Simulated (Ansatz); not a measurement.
# EuF2: the cost of one run

Computed with Ansatz 0.2.0 (DFT r²SCAN+U (U_eff = 4 eV on Eu f), plane waves, PAW, no spin–orbit coupling unless a run says so, unless a step's input says otherwise).

3 further runs of the same task are left out: 3 that didn't finish.

## (1) The system as given

It takes space group Fm-3m (No. 225, cubic). Conventional cell: a = 5.796 Å, b = 5.796 Å, c = 5.796 Å, α = 90.00°, β = 90.00°, γ = 90.00°. Eu (site symmetry m-3m) is surrounded by 8 F at 2.51 Å. F (site symmetry -43m) has 4 Eu at 2.51 Å as nearest neighbours.

As a file:

```
Eu F
1.0
     0.00000    2.89800    2.89800
     5.79600    2.89800    2.89800
     5.79600    5.79600    0.00000
Eu F
2 4
Direct
  0.00000 0.00000 0.00000
  0.00000 0.00000 0.50000
  0.25000 0.25000 0.00000
  0.75000 0.75000 0.00000
  0.25000 0.25000 0.50000
  0.75000 0.75000 0.50000
```

## (2) Ferromagnetic start, free, symmetry kept, no search

Contents of input.yaml:

```yaml
crystal:
  lattice:
    - [0.0, 2.89799902, 2.89799902]
    - [5.79599804, 2.89799902, 2.89799902]
    - [5.79599804, 5.79599804, 0.0]
  atoms:
    - { symbol: Eu, position: [0.0, 0.0, 0.0], spin: 7.0 }
    - { symbol: F, position: [0.25, 0.25, 0.0] }
    - { symbol: F, position: [0.75, 0.75, 0.0] }
    - { symbol: Eu, position: [0.0, 0.0, 0.5], spin: 7.0 }
    - { symbol: F, position: [0.25, 0.25, 0.5] }
    - { symbol: F, position: [0.75, 0.75, 0.5] }
basis:
  ecutwfc: 500
  ecutrho_ratio: 4
kpoints:
  mp_grid: { grid: [6, 6, 6] }
hamiltonian:
  xc: r2scan
  hubbard:
    sites: [{ site: 0, l: f, u_eff: 4.0 }, { site: 3, l: f, u_eff: 4.0 }]
scf:
  occupations: { method: gaussian, width: 0.05 }
  lower_state_search: "off"
  max_iter: 150
output:
  forces: true
  stress: true
  eigenvalues: true
  populations: true
  hubbard: { sites: [{ site: 0, l: f }, { site: 3, l: f }] }
magnetization:
  spin_polarized: true
```

Launch:

```bash
$ ansatz run input.yaml --threads 8 --pin off --max-ram 12288MiB --backend cpu --events-out ev --progress --plain --runs-dir out
```

**Question.** How long does this run take on 8 threads of Arm Neoverse N1, shared host, and how much memory does it need?

About 29 s, with a peak of 1.1 GiB.
